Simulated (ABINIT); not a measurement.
# WC (P1) in ABINIT: single point with PBEsol

Aim: the single point of WC with PBEsol.

Everything below comes from runs of ABINIT 10.8.3 (patched build). Logs are shortened: lines on timing, memory, paths and dates and some standing lists are left out, and cuts for length are marked. The log counts tension as positive stress, the text compression.

## 1. Starting point

The typed cell holds 4 atoms: a = 2.627 Å, b = 3.235 Å, c = 4.748 Å, α = 96.84°, β = 86.49°, γ = 113.13°.

## 2. Single point, PBEsol

Contents of run.abi:

```
pp_dirpath "./"
pseudos "W.upf, C.upf"

acell 3*1.0 Angstrom
rprim
     2.6257420500     0.0233110300     0.0781709900
    -1.2926830800     2.9612472100    -0.1658547800
     0.1524879400    -0.2855441400     4.7372310600
ntypat 2
znucl 74 6
natom 4
typat 1 1 2 2
xred
     0.0034484800     0.0015497300     0.9998895500
     0.0044462200     0.0080533100     0.4973108200
     0.6646102600     0.3208196800     0.2473819700
     0.6608283700     0.3362439500     0.7554176600
chkprim 0
chksymtnons 0
tolsym 1.0e-6

ecut 41.0

kptopt 1
ngkpt 8 7 4
nshiftk 1
shiftk 0.0 0.0 0.0

ixc -116133

nband 22
occopt 3
tsmear 0.00183747

nstep 100
tolvrs 1.0e-10

iomode 3
prtwf 0
prtden 0
prteig 0
prtebands 0
```

Potentials or basis: PseudoDojo NC SR PBEsol v0.4.1 standard.

Command:

```console
$ abinit run.abi > log 2>&1
```

run.abo:

```text
.Version 10.8.3 of ABINIT
 Symmetries : space group P1 (#  1); Bravais aP (primitive triclinic)
================================================================================
 Values of the parameters that define the memory need of the present run
     intxc =       0    ionmov =       0      iscf =       7    lmnmax =       8
     lnmax =       8     mgfft =      54  mpssoang =       4    mqgrid =    3001
     natom =       4  nloc_mem =       1    nspden =       1   nspinor =       1
    nsppol =       1      nsym =       1    n1xccc =    2501    ntypat =       2
    occopt =       3   xclevel =       2
       mpw =        3138          nfft =       58320          nkpt =         114
================================================================================
================================================================================

--------------------------------------------------------------------------------
------------- Echo of variables that govern the present computation ------------
--------------------------------------------------------------------------------
 -outvars: echo values of preprocessed input variables --------
            acell      1.8897261259E+00  1.8897261259E+00  1.8897261259E+00 Bohr
              amu      1.83850000E+02  1.20110000E+01
          chkprim           0
      chksymtnons           0
             ecut      4.10000000E+01 Hartree
                       outvar_i_n : Printing only first  50 k-points.
              ixc     -116133
                       outvar_i_n : Printing only first  50 k-points.
         kptrlatt        8    0    0      0    7    0      0    0    4
          kptrlen      3.58917817E+01
            natom           4
            nband          22
            ngfft          30      36      54
             nkpt         114
            nstep         100
             nsym           1
           ntypat           2
                       prtocc : prtvol=0, do not print more k-points.
           occopt           3
           prtden           0
        prtebands           0
           prteig           0
            prtwf           0
            rprim      2.6257420500E+00  2.3311030000E-02  7.8170990000E-02
                      -1.2926830800E+00  2.9612472100E+00 -1.6585478000E-01
                       1.5248794000E-01 -2.8554414000E-01  4.7372310600E+00
          spgroup           1
           tolsym      1.00000000E-06
           tolvrs      1.00000000E-10
           tsmear      1.83747000E-03 Hartree
            typat      1  1  2  2
                       outvars : Printing only first  50 k-points.
           xangst      1.5952260690E-01 -2.8084308039E-01  4.7367203738E+00
                       7.7098151724E-02 -1.1805270267E-01  2.3548881484E+00
                       1.3680997015E+00  8.9488066015E-01  1.1706493165E+00
                       1.4157000568E+00  7.9540096271E-01  3.5744779438E+00
            xcart      3.0145403794E-01 -5.3071650629E-01  8.9511042415E+00
                       1.4569439157E-01 -2.2308727648E-01  4.4500936577E+00
                       2.5853337487E+00  1.6910793630E+00  2.2122065977E+00
                       2.6752853839E+00  1.5030899798E+00  6.7547843568E+00
             xred      3.4484800000E-03  1.5497300000E-03  9.9988955000E-01
                       4.4462200000E-03  8.0533100000E-03  4.9731082000E-01
                       6.6461026000E-01  3.2081968000E-01  2.4738197000E-01
                       6.6082837000E-01  3.3624395000E-01  7.5541766000E-01
            znucl       74.00000    6.00000

================================================================================

 chkinp: Checking input parameters for consistency.

================================================================================
== DATASET  1 ==================================================================

--- !DatasetInfo
iteration_state: {dtset: 1, }
dimensions: {natom: 4, nkpt: 114, mband: 22, nsppol: 1, nspinor: 1, nspden: 1, mpw: 3138, }
cutoff_energies: {ecut:  41.0, pawecutdg:  -1.0, }
electrons: {nelect:   3.60000000E+01, charge:   0.00000000E+00, occopt:   3.00000000E+00, tsmear:   1.83747000E-03, }
meta: {optdriver: 0, ionmov: 0, optcell: 0, iscf: 7, paral_kgb: 0, }
...

 Real(R)+Recip(G) space primitive vectors, cartesian coordinates (Bohr,Bohr^-1):
 R(1)=  4.9619334  0.0440515  0.1477218  G(1)=  0.2007920  0.0875861 -0.0011840
 R(2)= -2.4428170  5.5959462 -0.3134201  G(2)= -0.0019066  0.1784745  0.0108192
 R(3)=  0.2881604 -0.5396002  8.9520693  G(3)= -0.0033801  0.0048033  0.1121043
 Unit cell volume ucvol=  2.4864623E+02 bohr^3
 Angles (23,13,12)=  9.68353557E+01  8.64882820E+01  1.13126345E+02 degrees

 getcut: wavevector=  0.0000  0.0000  0.0000  ngfft=  30  36  54
         ecut(hartree)=     41.000   => boxcut(ratio)=   2.04321

--- Pseudopotential description ------------------------------------------------
- pspini: atom type   1  psp file is ./W.upf
12 -116133 3 -1 1396                          pspcod,pspxc,lmax,lloc,mmax
     nproj     2     2     2     2

- pspini: atom type   2  psp file is ./C.upf
[... 53 lines left out ...]
pressure_GPa:   1.0884E+02
xred      :
- [  3.4485E-03,   1.5497E-03,   9.9989E-01,  W]
- [  4.4462E-03,   8.0533E-03,   4.9731E-01,  W]
- [  6.6461E-01,   3.2082E-01,   2.4738E-01,  C]
- [  6.6083E-01,   3.3624E-01,   7.5542E-01,  C]
cartesian_forces: # hartree/bohr
- [  1.93894588E-02,  -7.16645637E-02,  -6.36810315E-02, ]
- [  1.09597939E-02,  -6.29336666E-02,  -1.02888066E-02, ]
- [ -2.21200265E-02,   7.55413878E-02,   5.12681305E-02, ]
- [ -8.22922613E-03,   5.90568425E-02,   2.27017076E-02, ]
force_length_stats: {min:   6.38028082E-02, max:   9.78112191E-02, mean:   8.00638639E-02, }
...

 Integrated electronic density in atomic spheres:
 ------------------------------------------------
 Atom  Sphere_radius  Integrated_density
    1        2.00000         10.55845892
    2        2.00000         10.53047526
    3        2.00000          4.50617386
    4        2.00000          4.42774205
================================================================================

 ----iterations are completed or convergence reached----

 Mean square residual over all n,k,spin=   19.793E-07; max=  23.090E-04
 reduced coordinates (array xred) for    4 atoms
       0.003448480000      0.001549730000      0.999889550000
       0.004446220000      0.008053310000      0.497310820000
       0.664610260000      0.320819680000      0.247381970000
       0.660828370000      0.336243950000      0.755417660000
 rms dE/dt=  3.0999E-01; max dE/dt=  5.2582E-01; dE/dt below (all hartree)
    1      -0.083645198672      0.428437027703      0.525819519928
    2      -0.050089565700      0.375721465175      0.054988913338
    3       0.098856970735     -0.460692257244     -0.411819587664
    4       0.034877795554     -0.343466236107     -0.168988833989

 cartesian coordinates (angstrom) at end:
    1      0.15952260690204    -0.28084308039025     4.73672037379681
    2      0.07709815172407    -0.11805270267302     2.35488814843891
    3      1.36809970147486     0.89488066014710     1.17064931651028
    4      1.41570005683761     0.79540096270929     3.57447794377393

 cartesian forces (hartree/bohr) at end:
    1      0.01938945877429    -0.07166456374638    -0.06368103145015
    2      0.01095979389815    -0.06293366657913    -0.01028880662814
    3     -0.02212002654117     0.07554138784901     0.05126813047861
    4     -0.00822922613128     0.05905684247650     0.02270170759968
 frms,max,avg= 4.7124546E-02 7.5541388E-02  -8.669E-11 -3.483E-11 -3.236E-10 h/b

 cartesian forces (eV/Angstrom) at end:
    1      0.99704605809725    -3.68514003512674    -3.27461029841233
    2      0.56357526173972    -3.23617925155925    -0.52907170904193
    3     -1.13745749814934     3.88449434586141     2.63631326664422
    4     -0.42316382168763     3.03682494082458     1.16736874081004
 frms,max,avg= 2.4232416E+00 3.8844943E+00  -4.458E-09 -1.791E-09 -1.664E-08 e/A
 length scales=  1.889726125908  1.889726125908  1.889726125908 bohr
              =  1.000000000000  1.000000000000  1.000000000000 angstroms
 Fermi (or HOMO) energy (hartree) =   0.75156   Average Vxc (hartree)=  -0.54847
 Eigenvalues (hartree) for nkpt= 114  k points:
 kpt#   1, nband= 22, wtk=  0.00446, kpt=  0.0000  0.0000  0.0000 (reduced coord)
  -1.97582   -1.96350   -0.73214   -0.66761   -0.65264   -0.64539   -0.63149   -0.61429
   0.16665    0.37366    0.40105    0.46297    0.53213    0.56286    0.59390    0.61173
   0.65261    0.78024    0.79496    0.80524    0.85541    0.93371
      occupation numbers for kpt#   1
   2.00000    2.00000    2.00000    2.00000    2.00000    2.00000    2.00000    2.00000
   2.00000    2.00000    2.00000    2.00000    2.00000    2.00000    2.00000    2.00000
   2.00000    0.00000    0.00000    0.00000    0.00000    0.00000
 prteigrs : prtvol=0 or 1, do not print more k-points.

--- !EnergyTerms
iteration_state     : {dtset: 1, }
comment             : Components of total free energy in Hartree
kinetic             :  5.05979271324046E+01
hartree             :  1.83713433535744E+01
xc                  : -3.77276069373378E+01
Ewald energy        : -1.34724099605075E+02
psp_core            :  4.59334906339956E+00
local_psp           : -8.95386516685705E+01
non_local_psp       :  2.49832456030578E+01
internal            : -1.63444493058546E+02
'-kT*entropy'       : -5.50812443392155E-04
total_energy        : -1.63445043870990E+02
total_energy_eV     : -4.44756621876481E+03
band_energy         : -5.40594213750304E+00
...

 Cartesian components of stress tensor (hartree/bohr^3)
  sigma(1 1)= -4.11119016E-03  sigma(3 2)= -5.26598617E-04
  sigma(2 2)=  6.76374965E-04  sigma(3 1)=  5.94200081E-04
  sigma(3 3)= -7.66346031E-03  sigma(2 1)=  7.90340630E-05

-Cartesian components of stress tensor (GPa)         [Pressure=  1.0884E+02 GPa]
- sigma(1 1)= -1.20955390E+02  sigma(3 2)= -1.54930662E+01
- sigma(2 2)=  1.98996385E+01  sigma(3 1)=  1.74819699E+01
- sigma(3 3)= -2.25466786E+02  sigma(2 1)=  2.32526241E+00

== END DATASET(S) ==============================================================
================================================================================

 -outvars: echo values of variables after computation  --------
            acell      1.8897261259E+00  1.8897261259E+00  1.8897261259E+00 Bohr
           etotal     -1.6344504387E+02
            fcart      1.9389458774E-02 -7.1664563746E-02 -6.3681031450E-02
                       1.0959793898E-02 -6.2933666579E-02 -1.0288806628E-02
                      -2.2120026541E-02  7.5541387849E-02  5.1268130479E-02
                      -8.2292261313E-03  5.9056842476E-02  2.2701707600E-02
            rprim      2.6257420500E+00  2.3311030000E-02  7.8170990000E-02
                      -1.2926830800E+00  2.9612472100E+00 -1.6585478000E-01
                       1.5248794000E-01 -2.8554414000E-01  4.7372310600E+00
           strten     -4.1111901586E-03  6.7637496467E-04 -7.6634603074E-03
                      -5.2659861740E-04  5.9420008070E-04  7.9034063030E-05
           xangst      1.5952260690E-01 -2.8084308039E-01  4.7367203738E+00
                       7.7098151724E-02 -1.1805270267E-01  2.3548881484E+00
                       1.3680997015E+00  8.9488066015E-01  1.1706493165E+00
                       1.4157000568E+00  7.9540096271E-01  3.5744779438E+00
             xred      3.4484800000E-03  1.5497300000E-03  9.9988955000E-01
                       4.4462200000E-03  8.0533100000E-03  4.9731082000E-01
                       6.6461026000E-01  3.2081968000E-01  2.4738197000E-01
                       6.6082837000E-01  3.3624395000E-01  7.5541766000E-01
 Calculation completed.
```

Run time: 4.6 min. Hardware: 1 thread of AMD EPYC 7R43 (Zen 3), shared host; peak memory 0.18 GiB.

What came out:

```yaml
Free_energy: -4447.5662 eV
Pressure: 108.8 GPa
Largest_force: 5.030 eV/Å
Band_gap_on_the_k_mesh: none (metal or under the smearing width)
Valence_electrons_inside_the_program's_atomic_spheres: W 10.56, 10.53; C 4.51, 4.43
```

Forces in eV/Å, atoms in the order of the input:
```
W    0.997 -3.685 -3.275
W    0.564 -3.236 -0.529
C   -1.137  3.884  2.636
C   -0.423  3.037  1.167
```

Stress tensor (GPa, compression positive):
```
120.96  -2.33 -17.48
 -2.33 -19.90  15.49
-17.48  15.49 225.47
```

Caveat: the cell as given lies far from equilibrium; so large a pressure means that the cell lies far from this level's equilibrium, or that cutoff or potentials fall short; forces of over 1 eV/Å show positions far from the minimum, so gaps and moduli don't describe the material at rest. Spin-orbit coupling is left out, which matters for the levels of W.
